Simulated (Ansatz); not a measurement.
**GeH₄S (built from SMILES [SH][GeH3]): functionals against CCSD(T) at one geometry**

How do the functionals fare away from a minimum? The structure is a displaced guess of a reacting structure.

Program: Ansatz 0.2.0, Gaussian basis. Level of theory: single points in def2-TZVPP. These are calculated values, not measurements.

Cores are frozen in the correlated methods. Filled d shells of the heavier atoms are correlated.

## Step 1: Where the work starts

6 atoms, charge 0, spin multiplicity 1.

Atoms are counted from 1 here; the program's logs count them from 0.

Bond lengths: Ge1–H4 1.846 Å, Ge1–H5 1.590 Å, S2–H6 1.376 Å. Angles: H4–Ge1–H5 84.5°.

Geometry (Å):

```xyz
6
GeH4S
Ge   -1.29920    0.66500   -0.29640
S     1.47130    0.75870    0.25450
H     0.44310   -0.43550   -0.78420
H    -0.51700   -0.64530   -1.33590
H    -1.37270   -0.47280    0.81130
H     1.22170    0.13310    1.45450
```

## Step 2: CCSD(T)/def2-TZVPP

File run/in.yaml:

```yaml
crystal:
  periodic: [false, false, false]
  atoms:
    - {symbol: Ge, position_ang: [-1.299200, 0.665000, -0.296400]}
    - {symbol: S, position_ang: [1.471300, 0.758700, 0.254500]}
    - {symbol: H, position_ang: [0.443100, -0.435500, -0.784200]}
    - {symbol: H, position_ang: [-0.517000, -0.645300, -1.335900]}
    - {symbol: H, position_ang: [-1.372700, -0.472800, 0.811300]}
    - {symbol: H, position_ang: [1.221700, 0.133100, 1.454500]}
basis:
  gaussian: {orbitals: def2-TZVPP}
correlation: {method: ccsd_t}
output: {forces: true}
```

The command line of these runs was not kept.

## Step 3: PBE0-D4/def2-TZVPP

Edit run/in.yaml of step 2 so:

```diff
@@ -11,3 +11,3 @@
   gaussian: {orbitals: def2-TZVPP}
-correlation: {method: ccsd_t}
-output: {forces: true}
+hamiltonian: {xc: pbe0, dispersion: d4}
+output: {forces: true, orbitals: {seedname: orbitals}}
```

## Step 4: wB97M-V/def2-TZVPP

Edit run/in.yaml of step 3 so:

```diff
@@ -11,3 +11,3 @@
   gaussian: {orbitals: def2-TZVPP}
-hamiltonian: {xc: pbe0, dispersion: d4}
-output: {forces: true, orbitals: {seedname: orbitals}}
+hamiltonian: {xc: {name: wB97M-V}}
+output: {forces: true}
```

## Step 5: r2SCAN-D4/def2-TZVPP

Edit run/in.yaml of step 4 so:

```diff
@@ -11,3 +11,3 @@
   gaussian: {orbitals: def2-TZVPP}
-hamiltonian: {xc: {name: wB97M-V}}
+hamiltonian: {xc: r2scan, dispersion: d4}
 output: {forces: true}
```

## Step 6: PBE-D4/def2-TZVPP

Edit run/in.yaml of step 5 so:

```diff
@@ -11,3 +11,3 @@
   gaussian: {orbitals: def2-TZVPP}
-hamiltonian: {xc: r2scan, dispersion: d4}
+hamiltonian: {xc: pbe, dispersion: d4}
 output: {forces: true}
```

## Step 7: wB97X-V/def2-TZVPP

Edit run/in.yaml of step 6 so:

```diff
@@ -11,3 +11,3 @@
   gaussian: {orbitals: def2-TZVPP}
-hamiltonian: {xc: pbe, dispersion: d4}
+hamiltonian: {xc: {name: wB97X-V}}
 output: {forces: true}
```

## Step 8: HSE06-D4/def2-TZVPP

Edit run/in.yaml of step 7 so:

```diff
@@ -11,3 +11,3 @@
   gaussian: {orbitals: def2-TZVPP}
-hamiltonian: {xc: {name: wB97X-V}}
+hamiltonian: {xc: hse06, dispersion: d4}
 output: {forces: true}
```

(Steps that only read results are left out.)

Q: Predict the outcome of this session. Wanted: energy less free atoms, CCSD(T)/def2-TZVPP; RMS force component; RMS force error; HOMO and LUMO, PBE0-D4; T1 diagnostic.

The runs gave:

```
                                  quantity                                                                                            value
energy less free atoms, CCSD(T)/def2-TZVPP                                                                                  -305.5 kcal/mol
                       RMS force component                                                             0.611 to 0.808 eV/Å over the methods
                           RMS force error  PBE0-D4 0.074, wB97M-V 0.040, r2SCAN-D4 0.072, PBE-D4 0.220, wB97X-V 0.061, HSE06-D4 0.077 eV/Å
                    HOMO and LUMO, PBE0-D4                                                                               -6.99 and -2.19 eV
                             T1 diagnostic                                                                                            0.015
```

In words: Against CCSD(T) the functionals' energies less atoms differ by -19.0 to -7.5 kcal/mol, PBE-D4 by -19.0 kcal/mol. CCSD(T) in triple zeta still lacks some correlation energy of the bonds, so part of these gaps is its own basis error and they don't rank the functionals. For forces wB97M-V does best and PBE-D4 worst. Frozen-core CCSD(T) forces in triple zeta carry basis errors of their own, and this is one geometry, so small gaps rank nothing.
